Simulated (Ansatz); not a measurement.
**C₄H₄Ge: small, medium and large basis sets**

The task here is to estimate one member of a computed series from the others.

Computed with Ansatz 0.2.0, Gaussian basis. Level: one geometry, several basis sets.

Plan: PBE0-D4/def2-SVP; ωB97M-V/def2-SVP; PBE0-D4/def2-QZVPP; ωB97M-V/def2-QZVPP; the functionals' def2-TZVPP values are taken from earlier runs.

## Structure used throughout

The geometry comes from an earlier relaxation with PBE0-D4 in a triple-zeta def2 set; it is a stationary point, not always the lowest conformer.

SMILES `C#[C][GeH2][C]#C`, 9 atoms, charge 0, spin multiplicity 1.

Atoms are counted from 1 here; the program's logs count them from 0.

Bond lengths: C1–C2 1.204 Å, C1–H6 1.066 Å, C2–Ge3 1.897 Å, Ge3–C4 1.897 Å, Ge3–H7 1.531 Å, Ge3–H8 1.531 Å, C4–C5 1.204 Å, C5–H9 1.066 Å. Angles: C2–C1–H6 179.8°, C1–C2–Ge3 179.2°, C2–Ge3–C4 108.7°, C2–Ge3–H7 109.2°, C2–Ge3–H8 109.2°, C4–Ge3–H7 109.2°, C4–Ge3–H8 109.2°, H7–Ge3–H8 111.3°, Ge3–C4–C5 179.2°, C4–C5–H9 179.8°.

The first run:

in.yaml

```yaml
crystal:
  periodic: [false, false, false]
  atoms:
    - {symbol: C, position_ang: [1.318253, 0.018503, 2.307891]}
    - {symbol: C, position_ang: [0.953845, -0.261627, 1.194682]}
    - {symbol: Ge, position_ang: [0.397745, -0.721853, -0.559409]}
    - {symbol: C, position_ang: [-1.026743, 0.423849, -1.065461]}
    - {symbol: C, position_ang: [-1.932808, 1.143156, -1.400339]}
    - {symbol: H, position_ang: [1.638463, 0.268883, 3.293257]}
    - {symbol: H, position_ang: [1.568823, -0.527088, -1.526392]}
    - {symbol: H, position_ang: [-0.094919, -2.171553, -0.567448]}
    - {symbol: H, position_ang: [-2.734358, 1.781530, -1.693881]}
basis:
  gaussian: {orbitals: def2-SVP}
hamiltonian: {xc: pbe0, dispersion: d4}
output: {orbitals: {seedname: orbitals}}
```

Launch:

```bash
> ansatz run in.yaml --threads 4 --pin off --events-out ev --progress --plain --max-ram 10444MiB
```

Steps of the session up to this table: PBE0-D4 in def2-SVP; ωB97M-V in def2-SVP; PBE0-D4 in def2-QZVPP; ωB97M-V in def2-QZVPP.

One table of the session follows, with a row left open; its other results are not shown here.

It belongs to the step «Density functionals: the series». 

| functional | basis | HOMO (eV) | LUMO (eV) |
| --- | --- | --- | --- |
| PBE0-D4 | def2-SVP | ? | ? |
| PBE0-D4 | def2-TZVPP | -8.17 | -0.16 |
| PBE0-D4 | def2-QZVPP | -8.18 | -0.22 |
| ωB97M-V | def2-SVP | -10.30 | 2.09 |
| ωB97M-V | def2-TZVPP | -10.39 | 1.86 |
| ωB97M-V | def2-QZVPP | -10.40 | 1.68 |

**Question.** Estimate the row for PBE0-D4, def2-SVP.

As computed: HOMO (eV): -8.10; LUMO (eV): 0.00. In the column «HOMO (eV)» it is the highest.
